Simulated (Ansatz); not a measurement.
# C2H4ClIn: how energies converge with the basis set

One table from this session's results is given with a row withheld; the runs are named, their logs left out.

The runs use Ansatz 0.2.0, Gaussian basis; one geometry, several basis sets.

The runs, in order: PBE0-D4/def2-SVP; ωB97M-V/def2-SVP; PBE0-D4/def2-QZVPP; ωB97M-V/def2-QZVPP; the functionals' def2-TZVPP values are taken from earlier runs.

## Structure used throughout

An earlier PBE0-D4 in a triple-zeta def2 set relaxation fixed the geometry. In takes the def2 core potential; no spin-orbit term is included.

SMILES `C=[CH][InH][Cl]`, 8 atoms, charge 0, spin multiplicity 1.

Atoms are counted from 1 here; the program's logs count them from 0.

Bond lengths: C1–C2 1.330 Å, C1–H5 1.087 Å, C1–H6 1.088 Å, C2–In3 2.114 Å, C2–H7 1.087 Å, In3–Cl4 2.356 Å, In3–H8 1.703 Å. Angles: C2–C1–H5 122.0°, C2–C1–H6 121.8°, H5–C1–H6 116.2°, C1–C2–In3 120.0°, C1–C2–H7 119.2°, In3–C2–H7 120.8°, C2–In3–Cl4 108.6°, C2–In3–H8 138.5°, Cl4–In3–H8 112.9°.

The first run:

Input file in.yaml:

```yaml
crystal:
  periodic: [false, false, false]
  atoms:
    - {symbol: C, position_ang: [-0.787586, 1.164579, 0.310371]}
    - {symbol: C, position_ang: [0.410224, 0.763013, -0.105503]}
    - {symbol: In, position_ang: [0.817482, -1.299794, -0.325061]}
    - {symbol: Cl, position_ang: [-1.112855, -2.514155, 0.266897]}
    - {symbol: H, position_ang: [-1.581178, 0.460893, 0.547525]}
    - {symbol: H, position_ang: [-1.028390, 2.219010, 0.432354]}
    - {symbol: H, position_ang: [1.170427, 1.507566, -0.328998]}
    - {symbol: H, position_ang: [2.111855, -2.301120, -0.797585]}
basis:
  gaussian: {orbitals: def2-SVP}
hamiltonian: {xc: pbe0, dispersion: d4}
output: {orbitals: {seedname: orbitals}}
```

Launch:

```
$ ansatz run in.yaml --threads 2 --pin off --events-out ev --progress --plain --max-ram 32768MiB --backend cpu
```

Steps of the session up to this table: PBE0-D4 in def2-SVP; ωB97M-V in def2-SVP; PBE0-D4 in def2-QZVPP; ωB97M-V in def2-QZVPP.

One of the session's tables, all rows but one given; the rest of the session is left out.

It belongs to the step «Density functionals: the series». 

```
functional       basis  HOMO (eV)  LUMO (eV)
   PBE0-D4    def2-SVP      -7.87      -1.77
   PBE0-D4  def2-TZVPP      -8.01      -1.89
   PBE0-D4  def2-QZVPP      -8.03      -1.92
   ωB97M-V    def2-SVP          ?          ?
   ωB97M-V  def2-TZVPP     -10.19      -0.27
   ωB97M-V  def2-QZVPP     -10.22      -0.33
```

**Question.** Estimate the row for ωB97M-V, def2-SVP.

**Answer.** HOMO (eV): -10.02; LUMO (eV): -0.07. In the column «HOMO (eV)» it lies between ωB97M-V, def2-TZVPP (-10.19) and PBE0-D4, def2-QZVPP (-8.03).
